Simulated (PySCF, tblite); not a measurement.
**C₆H₁₂BN: geometry, infrared bands and NMR shifts**

What infrared bands and NMR shifts should C₆H₁₂BN (`NBC1(C2CC2)CC1`) show?

The runs use tblite 0.8.0 and PySCF 2.14.0, with density-fitted response routines of our own; the level of theory stands in each step. All values are computed, except where a source is named. Atoms are numbered from 0 throughout.

## 1. The molecule as given

20 atoms, charge 0, multiplicity 1; geometry from: force field or distance geometry start.

Bonds of the start (Å): N0–B1 1.55, B1–C2 1.58, C2–C3 1.50, C3–C4 1.48, C4–C5 1.49, C2–C6 1.50, C6–C7 1.52, C7–C2 1.52, C5–C3 1.53, N0–H8 1.06, N0–H9 1.03, B1–H10 1.18, C3–H11 1.13, C4–H12 1.12, C4–H13 1.10, C5–H14 1.10, C5–H15 1.11, C6–H16 1.12, C6–H17 1.10, C7–H18 1.10, C7–H19 1.11.

## 2. Relaxing the molecule with GFN2-xTB

Job settings and geometry (Å):

```
{"job": {"kind": "relax", "xc": "GFN2-xTB", "basis": "xTB"}, "charge": 0, "multiplicity": 1}
N      1.941100    -1.309800     1.296000
B      1.824800    -0.510800    -0.025800
C      0.453400     0.206400    -0.345600
C     -0.770500    -0.627800    -0.120500
C     -2.160600    -0.161700    -0.348400
C     -1.689200    -0.294200     1.054800
C      0.548200     1.215200    -1.448500
C      0.409300     1.694500    -0.015100
H      1.203800    -2.069400     1.184300
H      2.842500    -1.812900     1.333100
H      2.525300    -0.911800    -0.888200
H     -0.547700    -1.729500    -0.236700
H     -2.870600    -0.979500    -0.651800
H     -2.362000     0.818600    -0.811000
H     -1.914600    -1.170400     1.679900
H     -1.507000     0.644800     1.627000
H      1.572400     1.385900    -1.881500
H     -0.251300     1.376500    -2.181500
H     -0.539900     2.203500     0.214500
H      1.287400     2.042900     0.561800
```

Started as:

```
> OMP_NUM_THREADS=1 python probes_run.py task.json out
```

The driver reads the jobs from task.json and runs them one after another.

**Question.** This job is followed by: GFN2-xTB harmonic vibrations, gas phase; GIAO PBE0/pcSseg-1 NMR shielding, non-relativistic, gas phase. What will the session give for the following? strongest single infrared mode (GFN2-xTB); zero-point energy (GFN2-xTB); 13C shifts against TMS (PBE0/pcSseg-1, means over atoms taken as alike); 1H shifts against TMS (PBE0/pcSseg-1, means over atoms taken as alike); 15N shifts against NH3 (PBE0/pcSseg-1); 11B shifts against BF3·OEt2 (PBE0/pcSseg-1).

As calculated:

| quantity | value |
| --- | --- |
| strongest single infrared mode (GFN2-xTB) | 621 cm⁻¹, 208 km/mol |
| zero-point energy (GFN2-xTB) | 107.7 kcal/mol |
| 13C shifts against TMS (PBE0/pcSseg-1, means over atoms taken as alike) | 15.2, 14.6, 9.4, 2.4 ppm |
| 1H shifts against TMS (PBE0/pcSseg-1, means over atoms taken as alike) | 4.49, 4.41, 1.10, 0.39, 0.22, 0.18, -0.14 ppm |
| 15N shifts against NH3 (PBE0/pcSseg-1) | 111.1 ppm |
| 11B shifts against BF3·OEt2 (PBE0/pcSseg-1) | 41.3 ppm |

What this shows: Relaxing lowered the energy by 1.658 eV in 88 steps; the close pair that moved most is N0–B1, from 1.549 to 1.381 Å. No mode is imaginary among the 54: a minimum at this level. The strongest single mode, at 621 cm⁻¹, moves mainly H8. Unscaled tight-binding wavenumbers are off by several per cent, some by more. Its intensities can rank the bands wrongly. At PBE0/pcSseg-1: The widest tensor belongs to N0: span 159 ppm, with a paramagnetic part of -161 ppm.
